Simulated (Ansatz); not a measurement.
# C4H14Al2Cl2N2: one species, many methods

An exercise on one series of results from a longer session: the logs are not shown, and one member is left open.

Method: functionals in def2-TZVPP, the program's frozen cores in correlated methods; program: Ansatz 0.2.0, Gaussian basis.

Levels to be run: LDA (SPW92), PBE-D4, revPBE-D4, BLYP-D4, r2SCAN-D4, B97M-V, PBE0-D4, B3LYP-D4, r2SCANh-D4, r2SCAN0-D4, HSE06-D4, BHLYP-D4, CAM-B3LYP-D4, LC-ωPBE, ωB97X-V, ωB97M-V, B2PLYP, PBE-QIDH; CCSD(T)/def2-SVP; CCSD(T)/def2-TZVPP; MP2/def2-QZVPP; extrapolation to the limit; RPA on PBE.

### Structure used throughout

An earlier PBE0-D4 in a triple-zeta def2 set relaxation fixed the geometry.

SMILES `C[N+]1(C)[Al@H-]([Cl])[N+](C)(C)[Al@@H-]1[Cl]`, 24 atoms, charge 0, spin multiplicity 1.

Atoms are counted from 1 here; the program's logs count them from 0.

Bond lengths: C1–N2 1.472 Å, C1–H11 1.090 Å, C1–H12 1.094 Å, C1–H13 1.094 Å, N2–C3 1.470 Å, N2–Al4 1.952 Å, N2–Al9 1.952 Å, C3–H14 1.095 Å, C3–H15 1.095 Å, C3–H16 1.091 Å, Al4–Cl5 2.123 Å, Al4–N6 1.952 Å, Al4–H17 1.581 Å, N6–C7 1.472 Å, N6–C8 1.470 Å, N6–Al9 1.952 Å, C7–H18 1.090 Å, C7–H19 1.094 Å and more. Angles: N2–C1–H11 110.9°, N2–C1–H12 110.6°, N2–C1–H13 110.6°, H11–C1–H12 107.9°, H11–C1–H13 107.9°, H12–C1–H13 108.9°, C1–N2–C3 109.6°, C1–N2–Al4 114.7°, C1–N2–Al9 114.7°, C3–N2–Al4 113.8°, C3–N2–Al9 113.7°, Al4–N2–Al9 89.3°, N2–C3–H14 110.8°, N2–C3–H15 110.8°, N2–C3–H16 110.4°, H14–C3–H15 108.1°, H14–C3–H16 108.3°, H15–C3–H16 108.4° and more.

Set-up of the first run:

Contents of in.yaml:

```yaml
crystal:
  periodic: [false, false, false]
  atoms:
    - {symbol: C, position_ang: [-0.004066, -1.821683, -1.548493]}
    - {symbol: N, position_ang: [0.087621, -1.360405, -0.153599]}
    - {symbol: C, position_ang: [0.254612, -2.517130, 0.737982]}
    - {symbol: Al, position_ang: [-1.335315, -0.142356, 0.396737]}
    - {symbol: Cl, position_ang: [-2.867857, -0.008917, -1.066022]}
    - {symbol: N, position_ang: [-0.076333, 1.343959, 0.264405]}
    - {symbol: C, position_ang: [-0.247301, 2.189304, -0.928522]}
    - {symbol: C, position_ang: [-0.031010, 2.190084, 1.465585]}
    - {symbol: Al, position_ang: [1.390857, 0.061169, 0.150278]}
    - {symbol: Cl, position_ang: [2.601315, 0.398768, -1.560568]}
    - {symbol: H, position_ang: [-0.128682, -0.979222, -2.228867]}
    - {symbol: H, position_ang: [-0.861836, -2.488233, -1.677201]}
    - {symbol: H, position_ang: [0.905783, -2.355980, -1.837162]}
    - {symbol: H, position_ang: [1.165788, -3.070975, 0.488913]}
    - {symbol: H, position_ang: [-0.594769, -3.202345, 0.648250]}
    - {symbol: H, position_ang: [0.324222, -2.190719, 1.776221]}
    - {symbol: H, position_ang: [-1.745011, -0.399701, 1.902247]}
    - {symbol: H, position_ang: [-0.283584, 1.582057, -1.833019]}
    - {symbol: H, position_ang: [-1.180145, 2.757277, -0.866563]}
    - {symbol: H, position_ang: [0.587512, 2.889425, -1.026198]}
    - {symbol: H, position_ang: [0.803486, 2.896976, 1.411298]}
    - {symbol: H, position_ang: [0.095852, 1.577078, 2.358589]}
    - {symbol: H, position_ang: [-0.957012, 2.764956, 1.570756]}
    - {symbol: H, position_ang: [2.095874, -0.113358, 1.554962]}
basis:
  gaussian: {orbitals: def2-TZVPP}
hamiltonian: {xc: lda}
output: {orbitals: {seedname: orbitals}}
```

Command:

```console
> ansatz run in.yaml --threads 4 --pin off --events-out ev --progress --plain --max-ram 41984MiB --backend cuda --devices 0, --max-vram 37GiB
```

Steps of the session up to this table: LDA; PBE-D4 (GGA); revPBE-D4 (GGA); BLYP-D4 (GGA); r2SCAN-D4 (meta-GGA); B97M-V (meta-GGA); PBE0-D4 (hybrid); B3LYP-D4 (hybrid); r2SCANh-D4 (hybrid); r2SCAN0-D4 (hybrid); HSE06-D4 (hybrid); BHLYP-D4 (hybrid); CAM-B3LYP-D4 (range-separated); LC-ωPBE (range-separated); ωB97X-V (range-separated); ωB97M-V (range-separated); B2PLYP (double hybrid); PBE-QIDH (double hybrid).

One table of the session follows, with a row left open; its other results are not shown here.

It belongs to the step «Orbital energies across the functionals». 

| functional | HOMO (eV) | gap (eV) |
| --- | --- | --- |
| LDA (SPW92) | -6.70 | 5.65 |
| PBE-D4 | -6.62 | 5.91 |
| revPBE-D4 | -6.57 | 6.03 |
| BLYP-D4 | -6.52 | 5.97 |
| r2SCAN-D4 | -6.92 | 6.60 |
| B97M-V | ? | ? |
| PBE0-D4 | -7.93 | 8.03 |
| B3LYP-D4 | -7.73 | 7.64 |
| r2SCANh-D4 | -7.41 | 7.35 |
| r2SCAN0-D4 | -8.14 | 8.46 |
| HSE06-D4 | -7.53 | 7.26 |
| BHLYP-D4 | -9.20 | 10.10 |
| CAM-B3LYP-D4 | -9.32 | 10.35 |
| LC-ωPBE | -10.66 | 12.82 |
| ωB97X-V | -10.34 | 12.30 |
| ωB97M-V | -10.17 | 11.79 |

Q: Estimate the row for B97M-V from the others.

The run gave: HOMO (eV): -7.08; gap (eV): 6.52. In the column «HOMO (eV)» it lies between r2SCANh-D4 (-7.41) and r2SCAN-D4 (-6.92).
